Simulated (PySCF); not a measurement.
**CH3NOSi: spin-spin couplings and electronic excitations at several levels of theory**

Aim: compute the spin-spin couplings and electronic excitations of CH3NOSi (`N#C[SiH2]O`) at several levels, and see how far they spread and what each costs.

Programs: PySCF 2.14.0, with density-fitted response routines of our own. Each step states its level of theory. These are calculated values for one molecule in the gas phase, unless marked as measured. Atoms count from 0, in the outputs and in this text.

### 1 The molecule as given

7 atoms, charge 0, multiplicity 1; geometry from: PBE0-D3(BJ)/def2-SVP.

Bonds of the start (Å): N0–C1 1.16, C1–Si2 1.87, Si2–O3 1.65, Si2–H4 1.48, Si2–H5 1.49, O3–H6 0.96.

### 2 Indirect couplings: B3LYP/def2-TZVP

The job: settings as JSON, then the geometry in Å.

```
{"job": {"kind": "j", "xc": "B3LYP", "basis": "def2-TZVP"}, "charge": 0, "multiplicity": 1}
N      2.546130    -0.484756     0.206930
C      1.455516    -0.110281     0.082557
Si    -0.315237     0.454143    -0.096127
O     -1.288811    -0.844504    -0.400203
H     -0.388322     1.348863    -1.272102
H     -0.639434     1.155774     1.175528
H     -1.335742    -1.548338     0.253582
```

Method: B3LYP/def2-TZVP indirect spin-spin coupling, non-relativistic, gas phase.

Run with:

```bash
$ OMP_NUM_THREADS=1 python probes_run.py task.json out
```

This one command runs all jobs of the session in turn.

Output:

```text
coarse grid: 6720 points
cycle   1  E = -459.3920171318  dE =  3.300e-01  |g| = 8.374e-01  |ddm| = 2.155e+00
cycle   2  E = -458.9887178301  dE =  4.033e-01  |g| = 1.645e+00  |ddm| = 1.359e+00
cycle   3  E = -459.5097121576  dE = -5.210e-01  |g| = 2.284e-01  |ddm| = 1.016e+00
cycle   4  E = -459.5166447159  dE = -6.933e-03  |g| = 1.432e-01  |ddm| = 1.586e-01
cycle   5  E = -459.5208470710  dE = -4.202e-03  |g| = 2.598e-02  |ddm| = 8.187e-02
cycle   6  E = -459.5209961052  dE = -1.490e-04  |g| = 3.474e-03  |ddm| = 1.875e-02
cycle   7  E = -459.5209990679  dE = -2.963e-06  |g| = 6.874e-04  |ddm| = 3.046e-03
final grid: 61456 points
cycle   8  E = -459.5167456844  dE = -1.798e-05  |g| = 2.161e-03  |ddm| = 2.327e-02
cycle   9  E = -459.5167452716  dE =  4.128e-07  |g| = 2.453e-03  |ddm| = 3.247e-03
cycle  10  E = -459.5167462687  dE = -9.972e-07  |g| = 1.303e-03  |ddm| = 1.973e-03
cycle  11  E = -459.5167466222  dE = -3.534e-07  |g| = 2.328e-04  |ddm| = 6.581e-04
cycle  12  E = -459.5167466323  dE = -1.014e-08  |g| = 1.065e-04  |ddm| = 1.588e-04
cycle  13  E = -459.5167466342  dE = -1.912e-09  |g| = 1.568e-05  |ddm| = 6.213e-05
cycle  14  E = -459.5167466343  dE = -4.570e-11  |g| = 3.937e-06  |ddm| = 1.145e-05
converged SCF energy = -459.5167466343

Indirect spin-spin couplings (Hz)
  i      j    bonds     total        FC       PSO       DSO        SD
  0 N    1 C    1    -10.973    -5.717     0.779     0.016    -6.051
  0 N    2 Si   2     -1.904    -3.155     0.782    -0.037     0.505
  0 N    3 O    3     -0.134    -0.005    -0.035    -0.018    -0.077
  0 N    4 H    3     -1.038    -0.874    -0.306     0.151    -0.008
  0 N    5 H    3     -1.050    -0.886    -0.297     0.144    -0.011
  1 C    2 Si   1    -57.153   -57.800     1.515    -0.116    -0.753
  1 C    3 O    2     -0.291    -0.317     0.131     0.012    -0.116
  1 C    4 H    2     12.850    12.899     0.006    -0.092     0.038
  1 C    5 H    2     16.573    16.610    -0.017    -0.057     0.037
  1 C    6 H    3     -0.611    -0.600     0.060    -0.042    -0.029
  2 Si   3 O    1    -29.200   -22.645    -7.116     0.029     0.532
  2 Si   4 H    1   -230.027  -230.348     0.995    -0.257    -0.418
  2 Si   5 H    1   -209.617  -210.004     1.010    -0.256    -0.366
  2 Si   6 H    2      2.897     1.855     0.554     0.569    -0.081
  3 O    4 H    2    -19.583   -19.693    -0.124     0.177     0.056
  3 O    5 H    2     -2.695    -2.974    -0.034     0.254     0.059
  3 O    6 H    1    -82.515   -69.271   -12.176    -0.404    -0.664
  4 H    5 H    2     14.653    15.632     1.173    -2.208     0.056
  4 H    6 H    3      9.887    10.996     2.704    -3.812    -0.001
  5 H    6 H    3     -1.177    -0.817     0.850    -1.221     0.011
```

Run time: 12 s. Hardware: 1 thread of Arm Neoverse V1, shared host; peak memory 0.6 GiB.

This basis has no tight s functions, so the Fermi-contact terms are rough.

A choice of the couplings up to four bonds, sorted by the number of bonds, with means over like pairs; isotopes 13C, 1H, 15N, 17O, 29Si:

```csv
pair,bonds,J (Hz),Fermi contact (Hz)
Si2–H4,1,-219.8,-220.2
O3–H6,1,-82.5,-69.3
C1–Si2,1,-57.2,-57.8
Si2–O3,1,-29.2,-22.6
N0–C1,1,-11.0,-5.7
C1–H4,2,14.7,14.8
H4–H5,2,14.7,15.6
O3–H4,2,-11.1,-11.3
Si2–H6,2,2.9,1.9
N0–Si2,2,-1.9,-3.2
H4–H6,3,4.4,5.1
N0–H4,3,-1.0,-0.9
```

Quadrupole couplings from the field gradients of the same density:

```
atom  isotope  eQq/h (MHz)     η
  O3      17O       -8.397  0.60
  N0      14N       -5.665  0.06
```

### 3 Indirect couplings: B3LYP/cc-pVTZ

Same as in step 2 but for these lines:

```diff
@@ -1,2 +1,2 @@
-{"job": {"kind": "j", "xc": "B3LYP", "basis": "def2-TZVP"}, "charge": 0, "multiplicity": 1}
+{"job": {"kind": "j", "xc": "B3LYP", "basis": "cc-pVTZ"}, "charge": 0, "multiplicity": 1}
 N      2.546130    -0.484756     0.206930
```

Method: B3LYP/cc-pVTZ indirect spin-spin coupling, non-relativistic, gas phase.

Output:

```text
coarse grid: 6720 points
cycle   1  E = -459.3795973791  dE =  3.381e-01  |g| = 8.427e-01  |ddm| = 5.335e+00
cycle   2  E = -458.9797116070  dE =  3.999e-01  |g| = 1.644e+00  |ddm| = 2.558e+00
cycle   3  E = -459.4978369390  dE = -5.181e-01  |g| = 2.315e-01  |ddm| = 1.805e+00
cycle   4  E = -459.5051245573  dE = -7.288e-03  |g| = 1.424e-01  |ddm| = 3.738e-01
cycle   5  E = -459.5092645849  dE = -4.140e-03  |g| = 2.578e-02  |ddm| = 1.689e-01
cycle   6  E = -459.5094108657  dE = -1.463e-04  |g| = 3.520e-03  |ddm| = 4.126e-02
cycle   7  E = -459.5094138598  dE = -2.994e-06  |g| = 6.946e-04  |ddm| = 6.684e-03
final grid: 61456 points
cycle   8  E = -459.5095661334  dE = -2.260e-05  |g| = 2.165e-03  |ddm| = 4.118e-02
cycle   9  E = -459.5095657442  dE =  3.892e-07  |g| = 2.458e-03  |ddm| = 7.192e-03
cycle  10  E = -459.5095666858  dE = -9.416e-07  |g| = 1.376e-03  |ddm| = 4.227e-03
cycle  11  E = -459.5095670875  dE = -4.017e-07  |g| = 1.826e-04  |ddm| = 1.566e-03
cycle  12  E = -459.5095670953  dE = -7.803e-09  |g| = 4.046e-05  |ddm| = 2.927e-04
cycle  13  E = -459.5095670956  dE = -2.260e-10  |g| = 2.332e-05  |ddm| = 7.578e-05
converged SCF energy = -459.5095670956

Indirect spin-spin couplings (Hz)
  i      j    bonds     total        FC       PSO       DSO        SD
  0 N    1 C    1    -44.532   -39.601     1.048     0.013    -5.991
  0 N    2 Si   2     -2.611    -3.800     0.745    -0.036     0.480
  0 N    3 O    3     -0.179    -0.043    -0.045    -0.018    -0.074
  0 N    4 H    3     -0.827    -0.665    -0.302     0.150    -0.010
  0 N    5 H    3     -0.815    -0.649    -0.295     0.144    -0.015
  1 C    2 Si   1    -61.581   -62.212     1.482    -0.115    -0.736
  1 C    3 O    2     -0.053    -0.087     0.140     0.012    -0.118
  1 C    4 H    2     11.378    11.482    -0.045    -0.095     0.037
  1 C    5 H    2     15.004    15.090    -0.062    -0.059     0.035
  1 C    6 H    3     -0.604    -0.586     0.056    -0.044    -0.030
  2 Si   3 O    1    -25.882   -19.489    -6.920     0.030     0.497
  2 Si   4 H    1   -215.799  -216.497     1.072    -0.252    -0.121
  2 Si   5 H    1   -194.698  -195.434     1.073    -0.252    -0.085
  2 Si   6 H    2      2.770     1.662     0.596     0.573    -0.061
  3 O    4 H    2    -17.928   -18.087    -0.077     0.177     0.058
  3 O    5 H    2     -2.109    -2.470     0.027     0.255     0.080
  3 O    6 H    1    -69.315   -55.389   -12.627    -0.381    -0.918
  4 H    5 H    2     13.881    15.192     0.819    -2.217     0.087
  4 H    6 H    3      9.830    11.078     2.586    -3.827    -0.007
  5 H    6 H    3     -1.226    -0.819     0.814    -1.233     0.011
```

It took 14 s on 1 thread of Arm Neoverse V1, shared host; peak memory 0.67 GiB.

The basis is not made for couplings: without tight functions at the nuclei these values are rough.

This run: J(Si2,H4) -205.2 Hz, J(O3,H6) -69.3 Hz, J(C1,Si2) -61.6 Hz (means over like pairs).

### 4 Spin-spin couplings: B3LYP/6-31G*

Same as in step 3 but for these lines:

```diff
@@ -1,2 +1,2 @@
-{"job": {"kind": "j", "xc": "B3LYP", "basis": "cc-pVTZ"}, "charge": 0, "multiplicity": 1}
+{"job": {"kind": "j", "xc": "B3LYP", "basis": "6-31G*"}, "charge": 0, "multiplicity": 1}
 N      2.546130    -0.484756     0.206930
```

Level: B3LYP/6-31G* indirect spin-spin coupling, non-relativistic, gas phase.

Output:

```text
coarse grid: 6720 points
cycle   1  E = -459.3126739983  dE =  3.583e-01  |g| = 7.864e-01  |ddm| = 2.644e+00
cycle   2  E = -458.9507499354  dE =  3.619e-01  |g| = 1.528e+00  |ddm| = 1.692e+00
cycle   3  E = -459.4273299928  dE = -4.766e-01  |g| = 2.172e-01  |ddm| = 1.233e+00
cycle   4  E = -459.4347336322  dE = -7.404e-03  |g| = 1.231e-01  |ddm| = 1.999e-01
cycle   5  E = -459.4380153425  dE = -3.282e-03  |g| = 1.880e-02  |ddm| = 9.313e-02
cycle   6  E = -459.4381085073  dE = -9.316e-05  |g| = 2.378e-03  |ddm| = 1.963e-02
cycle   7  E = -459.4381101286  dE = -1.621e-06  |g| = 3.922e-04  |ddm| = 2.944e-03
final grid: 61456 points
cycle   8  E = -459.3945429073  dE = -6.988e-06  |g| = 1.739e-03  |ddm| = 8.789e-03
cycle   9  E = -459.3945431374  dE = -2.301e-07  |g| = 1.577e-03  |ddm| = 3.493e-03
cycle  10  E = -459.3945437261  dE = -5.887e-07  |g| = 5.512e-04  |ddm| = 1.673e-03
cycle  11  E = -459.3945437903  dE = -6.425e-08  |g| = 1.305e-04  |ddm| = 4.056e-04
cycle  12  E = -459.3945437933  dE = -2.989e-09  |g| = 6.854e-05  |ddm| = 1.225e-04
cycle  13  E = -459.3945437942  dE = -9.084e-10  |g| = 1.009e-05  |ddm| = 5.030e-05
converged SCF energy = -459.3945437942

Indirect spin-spin couplings (Hz)
  i      j    bonds     total        FC       PSO       DSO        SD
  0 N    1 C    1    -15.109   -11.990     1.985     0.002    -5.107
  0 N    2 Si   2     -2.414    -3.487     0.671    -0.036     0.437
  0 N    3 O    3      0.027     0.158    -0.057    -0.017    -0.057
  0 N    4 H    3     -1.353    -1.290    -0.208     0.147    -0.001
  0 N    5 H    3     -1.315    -1.247    -0.203     0.140    -0.005
  1 C    2 Si   1    -67.688   -68.090     1.165    -0.117    -0.645
  1 C    3 O    2     -1.358    -1.359     0.104     0.010    -0.113
  1 C    4 H    2      9.673     9.806    -0.089    -0.084     0.039
  1 C    5 H    2     13.704    13.814    -0.098    -0.048     0.037
  1 C    6 H    3     -0.715    -0.666     0.019    -0.038    -0.029
  2 Si   3 O    1    -15.166    -9.736    -5.825     0.033     0.362
  2 Si   4 H    1   -237.912  -238.140     1.075    -0.283    -0.565
  2 Si   5 H    1   -214.441  -214.685     1.029    -0.282    -0.503
  2 Si   6 H    2      2.287     0.999     0.843     0.559    -0.115
  3 O    4 H    2    -16.440   -16.654    -0.008     0.173     0.049
  3 O    5 H    2     -3.261    -3.607     0.063     0.245     0.037
  3 O    6 H    1    -83.755   -71.928   -10.948    -0.505    -0.373
  4 H    5 H    2     14.390    16.273     0.232    -2.139     0.024
  4 H    6 H    3      9.889    11.968     1.700    -3.772    -0.007
  5 H    6 H    3     -1.738    -0.920     0.359    -1.188     0.010
```

It took 4.8 s on 1 thread of Arm Neoverse V1, shared host; peak memory 0.43 GiB.

The basis is not made for couplings: without tight functions at the nuclei these values are rough.

Key values: J(Si2,H4) -226.2 Hz, J(O3,H6) -83.8 Hz, J(C1,Si2) -67.7 Hz (means over like pairs).

### 5 TDDFT and polarisability: HF/def2-SVPD

Same as in step 4 but for these lines:

```diff
@@ -1,2 +1,2 @@
-{"job": {"kind": "j", "xc": "B3LYP", "basis": "6-31G*"}, "charge": 0, "multiplicity": 1}
+{"job": {"kind": "uv", "xc": "HF", "basis": "def2-SVPD", "ip": true}, "charge": 0, "multiplicity": 1}
 N      2.546130    -0.484756     0.206930
```

Method: TDDFT HF/def2-SVPD, vertical, gas phase, core orbitals frozen in the response.

Output:

```text
final grid: 61456 points
cycle   1  E = -457.5831328602  dE =  2.226e-01  |g| = 6.163e-01  |ddm| = 2.860e+00
cycle   2  E = -457.6414615716  dE = -5.833e-02  |g| = 4.712e-01  |ddm| = 1.000e+00
cycle   3  E = -457.6867372784  dE = -4.528e-02  |g| = 7.207e-02  |ddm| = 5.071e-01
cycle   4  E = -457.6884237788  dE = -1.687e-03  |g| = 3.441e-02  |ddm| = 1.444e-01
cycle   5  E = -457.6887045313  dE = -2.808e-04  |g| = 6.872e-03  |ddm| = 6.657e-02
cycle   6  E = -457.6887224992  dE = -1.797e-05  |g| = 2.176e-03  |ddm| = 1.620e-02
cycle   7  E = -457.6887244008  dE = -1.902e-06  |g| = 5.590e-04  |ddm| = 6.331e-03
cycle   8  E = -457.6887245350  dE = -1.343e-07  |g| = 1.526e-04  |ddm| = 1.337e-03
cycle   9  E = -457.6887245559  dE = -2.084e-08  |g| = 7.066e-05  |ddm| = 3.320e-04
cycle  10  E = -457.6887245641  dE = -8.275e-09  |g| = 3.586e-05  |ddm| = 1.732e-04
cycle  11  E = -457.6887245667  dE = -2.543e-09  |g| = 7.653e-06  |ddm| = 1.345e-04
cycle  12  E = -457.6887245668  dE = -8.765e-11  |g| = 2.394e-06  |ddm| = 2.670e-05
converged SCF energy = -457.6887245668

Static polarisability (au): isotropic 41.415, principal 35.841 37.018 51.385

Singlet excitations
state   eV       nm        f      main configurations
  1   6.1674    201.0   0.00006   H-1->L+3 0.17, H->L 0.14, H->L+7 0.12
  2   6.8411    181.2   0.00042   H-1->L+3 0.13, H->L+3 0.11, H-1->L 0.11
  3   6.8637    180.6   0.00041   H-1->L+3 0.23, H-1->L+2 0.15, H->L+3 0.09
  4   8.7357    141.9   0.00924   H-2->L 0.20, H-3->L 0.15
  5   9.0940    136.3   0.00192   H-3->L+3 0.27, H-4->L+3 0.17, H-3->L+2 0.09
  6   9.1731    135.2   0.00894   H-2->L 0.27, H->L 0.17
  7   9.9191    125.0   0.04956   H-4->L 0.23, H-3->L 0.23
  8  10.1046    122.7   0.02253   H->L+1 0.35, H->L 0.17, H->L+2 0.15
  9  10.4165    119.0   0.05709   H->L+2 0.21, H-2->L+2 0.19, H->L+1 0.18
 10  10.4712    118.4   0.30744   H-1->L 0.43, H-1->L+1 0.09

Triplet excitations (Tamm-Dancoff, eV): 4.8189 5.7272 5.7472 6.6826
Vertical ionisation energy (delta-SCF) = 11.3252 eV
```

Wall time 7.9 s (1 thread of Arm Neoverse V1, shared host); peak memory 0.43 GiB.

Frontier orbitals and where they lie:

```csv
orbital,eV,atoms
HOMO−3,-14.57,"O3 22 %, N0 22 %, Si2 21 %"
HOMO−2,-14.01,"O3 28 %, Si2 20 %, H5 17 %"
HOMO−1,-13.23,"N0 50 %, C1 42 %"
HOMO,-12.92,"N0 37 %, C1 30 %, Si2 13 %"
LUMO,1.73,"Si2 38 %, O3 25 %, H6 11 %"
LUMO+1,2.39,"Si2 49 %, C1 17 %, H5 12 %"
LUMO+2,3.02,"Si2 34 %, O3 18 %, C1 17 %"
```

With each of the 10 states as a Gaussian band of 0.4 eV half-width at 1/e, the curve within the window shown has maxima at 137 nm (ε 630), 119 nm (ε 15,000) L/(mol cm). Beyond the last state computed it falls off for lack of states. The curve at chosen wavelengths:

(nm, ε (L/mol/cm)): (115, 8224), (119, 15423), (124, 6463), (128, 2094), (132, 730), (136, 622), (141, 554), (145, 340), (149, 129), (154, 19), (158, 3), (162, 1), (166, 3), (171, 13), (175, 24), (179, 33), (183, 32), (188, 23), (192, 14), (196, 8), (201, 4), (205, 3), (209, 2), (213, 1), (218, 1), (222, 0)

Ground-state properties from the same run:

```csv
property,computed
dipole moment (D),3.25
polarisability (Å³),6.14
HOMO–LUMO gap (eV),14.66
−ε(HOMO) (eV),12.92
```

### 6 Ultraviolet spectrum: LDA/def2-SVPD

Same as in step 5 but for these lines:

```diff
@@ -1,2 +1,2 @@
-{"job": {"kind": "uv", "xc": "HF", "basis": "def2-SVPD", "ip": true}, "charge": 0, "multiplicity": 1}
+{"job": {"kind": "uv", "xc": "LDA", "basis": "def2-SVPD", "ip": true}, "charge": 0, "multiplicity": 1}
 N      2.546130    -0.484756     0.206930
```

Method: TDDFT LDA/def2-SVPD, vertical, gas phase, core orbitals frozen in the response.

Output:

```text
coarse grid: 6720 points
cycle   1  E = -456.4948257086  dE =  3.350e-01  |g| = 7.853e-01  |ddm| = 3.252e+00
cycle   2  E = -455.7438707274  dE =  7.510e-01  |g| = 2.034e+00  |ddm| = 2.436e+00
cycle   3  E = -456.6026581808  dE = -8.588e-01  |g| = 2.488e-01  |ddm| = 1.815e+00
cycle   4  E = -456.6034711938  dE = -8.130e-04  |g| = 2.516e-01  |ddm| = 3.489e-01
cycle   5  E = -456.6169698429  dE = -1.350e-02  |g| = 5.808e-02  |ddm| = 2.361e-01
cycle   6  E = -456.6178357811  dE = -8.659e-04  |g| = 8.121e-03  |ddm| = 6.866e-02
cycle   7  E = -456.6178563952  dE = -2.061e-05  |g| = 1.914e-03  |ddm| = 1.332e-02
cycle   8  E = -456.6178573558  dE = -9.606e-07  |g| = 3.331e-04  |ddm| = 2.558e-03
final grid: 61456 points
cycle   9  E = -456.6920058689  dE = -1.390e-05  |g| = 2.205e-03  |ddm| = 3.368e-02
cycle  10  E = -456.6920030062  dE =  2.863e-06  |g| = 4.455e-03  |ddm| = 5.097e-03
cycle  11  E = -456.6920066170  dE = -3.611e-06  |g| = 9.580e-04  |ddm| = 3.898e-03
cycle  12  E = -456.6920067220  dE = -1.050e-07  |g| = 7.324e-04  |ddm| = 1.176e-03
cycle  13  E = -456.6920068364  dE = -1.144e-07  |g| = 6.211e-05  |ddm| = 5.694e-04
cycle  14  E = -456.6920068374  dE = -1.024e-09  |g| = 7.867e-06  |ddm| = 7.096e-05
cycle  15  E = -456.6920068375  dE = -1.762e-11  |g| = 2.644e-06  |ddm| = 1.428e-05
converged SCF energy = -456.6920068375

Static polarisability (au): isotropic 47.495, principal 40.583 42.382 59.520

Singlet excitations
state   eV       nm        f      main configurations
  1   5.9818    207.3   0.00420   H->L 0.97
  2   6.3792    194.4   0.00357   H-1->L 0.91
  3   6.7353    184.1   0.01028   H->L+1 0.82, H-2->L 0.13
  4   6.7890    182.6   0.00429   H-2->L 0.40, H-3->L 0.40
  5   6.9698    177.9   0.01875   H-3->L 0.41, H-1->L+1 0.23, H-2->L 0.23
  6   7.2516    171.0   0.02732   H-4->L 0.55, H-1->L+1 0.15, H-2->L+1 0.12
  7   7.3987    167.6   0.01142   H-4->L 0.37, H-3->L+1 0.33, H-2->L+1 0.15
  8   7.4747    165.9   0.02288   H-2->L+1 0.49, H-1->L+1 0.35
  9   7.8545    157.9   0.00418   H->L+2 0.97
 10   7.9641    155.7   0.06043   H-4->L+1 0.44, H-3->L+1 0.27, H-2->L+1 0.11

Triplet excitations (Tamm-Dancoff, eV): 5.6946 5.8887 5.9552 6.2703
Vertical ionisation energy (delta-SCF) = 11.4639 eV
Vertical electron affinity (delta-SCF) = -0.1204 eV
```

Run time: 27 s. Hardware: 1 thread of Arm Neoverse V1, shared host; peak memory 0.43 GiB.

Key values: HOMO -8.26 eV, LUMO -2.41 eV; lowest singlet 5.98 eV.

### 7 Ultraviolet spectrum: PBE/def2-SVPD

Same as in step 6 but for these lines:

```diff
@@ -1,2 +1,2 @@
-{"job": {"kind": "uv", "xc": "LDA", "basis": "def2-SVPD", "ip": true}, "charge": 0, "multiplicity": 1}
+{"job": {"kind": "uv", "xc": "PBE", "basis": "def2-SVPD", "ip": true}, "charge": 0, "multiplicity": 1}
 N      2.546130    -0.484756     0.206930
```

With the program's defaults for keys left out, this is: TDDFT PBE/def2-SVPD, vertical, gas phase, core orbitals frozen in the response.

Output:

```text
coarse grid: 6720 points
cycle   1  E = -458.6438695379  dE =  3.425e-01  |g| = 7.938e-01  |ddm| = 3.188e+00
cycle   2  E = -457.9070739059  dE =  7.368e-01  |g| = 2.011e+00  |ddm| = 2.376e+00
cycle   3  E = -458.7525595981  dE = -8.455e-01  |g| = 2.707e-01  |ddm| = 1.771e+00
cycle   4  E = -458.7562878653  dE = -3.728e-03  |g| = 2.493e-01  |ddm| = 3.639e-01
cycle   5  E = -458.7696309697  dE = -1.334e-02  |g| = 5.491e-02  |ddm| = 2.378e-01
cycle   6  E = -458.7704198433  dE = -7.889e-04  |g| = 7.601e-03  |ddm| = 6.736e-02
cycle   7  E = -458.7704390081  dE = -1.916e-05  |g| = 1.682e-03  |ddm| = 1.293e-02
cycle   8  E = -458.7704397709  dE = -7.627e-07  |g| = 2.892e-04  |ddm| = 2.268e-03
final grid: 61456 points
cycle   9  E = -458.8523862865  dE = -7.347e-06  |g| = 8.070e-03  |ddm| = 2.999e-02
cycle  10  E = -458.8523308696  dE =  5.542e-05  |g| = 1.824e-02  |ddm| = 2.293e-02
cycle  11  E = -458.8523971827  dE = -6.631e-05  |g| = 3.697e-03  |ddm| = 1.598e-02
cycle  12  E = -458.8524001634  dE = -2.981e-06  |g| = 1.038e-03  |ddm| = 3.160e-03
cycle  13  E = -458.8524003997  dE = -2.364e-07  |g| = 1.274e-04  |ddm| = 1.168e-03
cycle  14  E = -458.8524004045  dE = -4.810e-09  |g| = 2.517e-05  |ddm| = 1.790e-04
cycle  15  E = -458.8524004047  dE = -1.778e-10  |g| = 3.534e-06  |ddm| = 3.749e-05
converged SCF energy = -458.8524004047

Static polarisability (au): isotropic 46.837, principal 39.874 41.838 58.799

Singlet excitations
state   eV       nm        f      main configurations
  1   6.0925    203.5   0.00481   H->L 0.97
  2   6.4454    192.4   0.00391   H-1->L 0.92
  3   6.8044    182.2   0.00781   H->L+1 0.78, H-2->L 0.19
  4   6.8634    180.6   0.00400   H-3->L 0.47, H-2->L 0.30, H->L+1 0.09
  5   6.9577    178.2   0.01720   H-3->L 0.39, H-2->L 0.26, H-1->L+1 0.21
  6   7.3193    169.4   0.02436   H-2->L+1 0.39, H-4->L 0.22, H-3->L+1 0.18
  7   7.4228    167.0   0.00547   H-4->L 0.68, H-2->L+1 0.19, H-3->L+1 0.09
  8   7.5458    164.3   0.03047   H-1->L+1 0.38, H-2->L+1 0.30, H-3->L+1 0.13
  9   7.8325    158.3   0.00338   H->L+2 0.97
 10   8.0327    154.3   0.07148   H-4->L+1 0.34, H-3->L+1 0.33, H-2->L+2 0.11

Triplet excitations (Tamm-Dancoff, eV): 5.6663 5.8020 5.9478 6.1559
Vertical ionisation energy (delta-SCF) = 11.3271 eV
Vertical electron affinity (delta-SCF) = -0.3107 eV
```

Wall time 37 s (1 thread of Arm Neoverse V1, shared host); peak memory 0.43 GiB.

Key values: HOMO -8.14 eV, LUMO -2.16 eV; lowest singlet 6.09 eV.

[end of part 1 of 2]
